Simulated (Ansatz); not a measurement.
**C₃H₁₁BOSi: basis-set convergence**

One table from this session's results is given with a row withheld; the runs are named, their logs left out.

Computed with Ansatz 0.2.0, Gaussian basis. Level: one geometry, several basis sets.

The runs, in order: PBE0-D4/def2-SVP; ωB97M-V/def2-SVP; PBE0-D4/def2-QZVPP; ωB97M-V/def2-QZVPP; the functionals' def2-TZVPP values are taken from earlier runs.

## The geometry

The geometry comes from an earlier relaxation with PBE0-D4 in a triple-zeta def2 set; it is a stationary point, not always the lowest conformer.

SMILES `BO[Si](C)(C)C`, 17 atoms, charge 0, spin multiplicity 1.

Atoms are counted from 1 here; the program's logs count them from 0.

Bond lengths: B1–O2 1.340 Å, B1–H7 1.201 Å, B1–H8 1.206 Å, O2–Si3 1.673 Å, Si3–C4 1.864 Å, Si3–C5 1.862 Å, Si3–C6 1.862 Å, C4–H9 1.093 Å, C4–H10 1.093 Å, C4–H11 1.094 Å, C5–H12 1.093 Å, C5–H13 1.093 Å, C5–H14 1.093 Å, C6–H15 1.093 Å, C6–H16 1.093 Å, C6–H17 1.093 Å. Angles: O2–B1–H7 118.3°, O2–B1–H8 120.7°, H7–B1–H8 121.0°, B1–O2–Si3 135.1°, O2–Si3–C4 110.4°, O2–Si3–C5 106.3°, O2–Si3–C6 106.3°, C4–Si3–C5 111.1°, C4–Si3–C6 111.1°, C5–Si3–C6 111.3°, Si3–C4–H9 111.6°, Si3–C4–H10 111.6°, Si3–C4–H11 110.0°, H9–C4–H10 107.8°, H9–C4–H11 107.8°, H10–C4–H11 107.8°, Si3–C5–H12 110.9°, Si3–C5–H13 111.1° and more.

The first run:

Input file in.yaml:

```yaml
crystal:
  periodic: [false, false, false]
  atoms:
    - {symbol: B, position_ang: [-0.820121, -2.307215, -0.827067]}
    - {symbol: O, position_ang: [-0.361141, -1.489297, 0.129364]}
    - {symbol: Si, position_ang: [0.080870, 0.123066, 0.197309]}
    - {symbol: C, position_ang: [-0.150204, 0.931462, -1.466419]}
    - {symbol: C, position_ang: [1.868654, 0.153459, 0.716073]}
    - {symbol: C, position_ang: [-1.011395, 0.909814, 1.483381]}
    - {symbol: H, position_ang: [-1.046760, -3.451232, -0.538297]}
    - {symbol: H, position_ang: [-1.000379, -1.902887, -1.948664]}
    - {symbol: H, position_ang: [-1.191616, 0.886439, -1.794060]}
    - {symbol: H, position_ang: [0.463271, 0.454146, -2.234317]}
    - {symbol: H, position_ang: [0.139007, 1.985040, -1.413623]}
    - {symbol: H, position_ang: [2.006537, -0.366311, 1.667315]}
    - {symbol: H, position_ang: [2.502357, -0.333588, -0.029434]}
    - {symbol: H, position_ang: [2.222600, 1.180796, 0.837971]}
    - {symbol: H, position_ang: [-0.909915, 0.399937, 2.444500]}
    - {symbol: H, position_ang: [-2.062427, 0.864808, 1.186971]}
    - {symbol: H, position_ang: [-0.748339, 1.961060, 1.629096]}
basis:
  gaussian: {orbitals: def2-SVP}
hamiltonian: {xc: pbe0, dispersion: d4}
output: {orbitals: {seedname: orbitals}}
```

The run is started by

```console
ansatz run in.yaml --threads 4 --pin off --events-out ev --progress --plain --max-ram 11315MiB
```

Among the steps run: PBE0-D4 in def2-SVP; ωB97M-V in def2-SVP; PBE0-D4 in def2-QZVPP; ωB97M-V in def2-QZVPP.

One table of the session follows, with a row left open; its other results are not shown here.

It belongs to the step «Functionals by basis». 

```
functional       basis  HOMO (eV)  LUMO (eV)
   PBE0-D4    def2-SVP      -7.86      -0.12
   PBE0-D4  def2-TZVPP      -7.94      -0.34
   PBE0-D4  def2-QZVPP      -7.95      -0.41
   ωB97M-V    def2-SVP     -10.18       1.94
   ωB97M-V  def2-TZVPP     -10.29       1.47
   ωB97M-V  def2-QZVPP          ?          ?
```

**Question.** Estimate the row for ωB97M-V, def2-QZVPP.

**Answer.** HOMO (eV): -10.30; LUMO (eV): 1.21. In the column «HOMO (eV)» it is the lowest.
